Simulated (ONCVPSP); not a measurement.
**An ONCV potential for rhodium, from input to tests**

Task: generate the file, and judge it by its errors in other configurations, its logarithmic derivatives, its ghosts and its cutoff.

The numbers are computed with ONCVPSP 4.0.1.1 (patched build) (PBE, scalar-relativistic, spin-unpolarised reference atom).

## Step 1: The atom and the settings

The settings as typed:

| Item | Value |
| --- | --- |
| element | rhodium (Rh, Z = 45) |
| type | optimised norm-conserving Vanderbilt (ONCV) |
| frozen core | [Ar] 3d10 |
| valence charge | 17 |
| reference configuration | 4s2 4p6 4d7 5s2 |
| partial waves | 4s+5s: rc 1.70 bohr, ncon 4, nbas 8, qcut 5.4 1/bohr, 2 projectors; 4p: rc 1.10 bohr, ncon 5, nbas 8, qcut 6.1 1/bohr, 2 projectors, debl 1.3 Ha; 4d: rc 1.30 bohr, ncon 4, nbas 8, qcut 6.3 1/bohr, 2 projectors, debl 3.2 Ha |
| local potential | polynomial inside 0.90 bohr (lpopt 4, dvloc0 0 Ha) |
| core correction | Teter function, fcfact 2.5, rcfact 1.2 |

The nodes and maxima of the atom's own shells, from an earlier all-electron run, set the scale for the radii.

All-electron outer shells of the reference configuration (PBE, scalar-relativistic, ld1.x):

```json
{"shell": "3d", "level (eV)": "-304.52", "outermost node (bohr)": "–", "outermost maximum (bohr)": "0.29"}
{"shell": "4s", "level (eV)": "-86.10", "outermost node (bohr)": "0.47", "outermost maximum (bohr)": "0.88"}
{"shell": "4p", "level (eV)": "-53.87", "outermost node (bohr)": "0.47", "outermost maximum (bohr)": "0.94"}
{"shell": "4d", "level (eV)": "-8.68", "outermost node (bohr)": "0.46", "outermost maximum (bohr)": "1.13"}
{"shell": "5s", "level (eV)": "-5.32", "outermost node (bohr)": "1.18", "outermost maximum (bohr)": "2.54"}
{"shell": "5p", "level (eV)": "-1.32", "outermost node (bohr)": "1.34", "outermost maximum (bohr)": "3.51"}
```

## Step 2: Generation

File Rh.dat:

```
# ATOM AND REFERENCE CONFIGURATION
# atsym  z   nc   nv     iexc    psfile
  Rh 45.00    6    4        4      upf
#
#   n    l    f
    1    0    2.00
    2    0    2.00
    2    1    6.00
    3    0    2.00
    3    1    6.00
    3    2   10.00
    4    0    2.00
    4    1    6.00
    4    2    7.00
    5    0    2.00
#
# PSEUDOPOTENTIAL AND OPTIMIZATION
# lmax
    2
#
#   l,   rc,      ep,       ncon, nbas, qcut
    0    1.70    0.00    4    8    5.40
    1    1.10    0.00    5    8    6.10
    2    1.30    0.00    4    8    6.30
#
# LOCAL POTENTIAL
# lloc, lpopt,  rc(5),   dvloc0
    4    4    0.90    0.00
#
# VANDERBILT-KLEINMAN-BYLANDER PROJECTORs
# l, nproj, debl
    0    2    1.10
    1    2    1.30
    2    2    3.20
#
# MODEL CORE CHARGE
# icmod, fcfact, rcfact
    3    2.50    1.20
#
# LOG DERIVATIVE ANALYSIS
# epsh1, epsh2, depsh
   -5.00    5.00    0.04
#
# OUTPUT GRID
# rlmax, drl
    6.00    0.01
#
# TEST CONFIGURATIONS
# ncnf
    4
# nvcnf
#   n    l    f
    4
    4    0    2.00
    4    1    6.00
    4    2    8.00
    5    0    1.00
#
    4
    4    0    2.00
    4    1    6.00
    4    2    8.00
    5    0    0.00
#
    4
    4    0    2.00
    4    1    6.00
    4    2    7.00
    5    0    0.00
#
    4
    4    0    2.00
    4    1    6.00
    4    2    9.00
    5    0    0.00
#
```

Run with:

```sh
oncvpsp.x < Rh.dat > Rh.out
```

What does the calculation give? Wanted: cutoffs for 1 and 0.1 mHa per electron, occupied waves; bound ghosts; GHOST(+) flags; largest test error; largest phase difference near zero energy, channels read; rms error of d²Exc/dn², without and with the model core; projector energies reset by the program.

The runs gave:

```
                                                quantity                         value
  cutoffs for 1 and 0.1 mHa per electron, occupied waves             134 Ha and 160 Ha
                                            bound ghosts                    none found
                                          GHOST(+) flags                   s at 131 eV
                            largest test error (AE − PS)  -17 meV, for 4s2 4p6 4d9 5s0
largest phase difference near zero energy, channels read                     0.001 rad
 rms error of d²Exc/dn², without and with the model core             4.24 and 1.05 mHa
                 projector energies reset by the program           p: -1.980, 0.250 Ha
```

What this shows: The worst unpolarised test, 4s2 4p6 4d9 5s0, is off by 17 meV on 3.4 eV; by total energies transferability rates as good. By its cutoff, 134 Ha for the looser tolerance, it is very hard. At the looser tolerance the 4p wave is the slowest; 4d needs 71 Ha. No bound ghost shows below the valence levels. Near zero energy the phases of the channels with partial waves agree within 0.001 rad. The program also flags highly localised states, GHOST(+) (s). These are tests on the free atom; a crystal test is still owed.
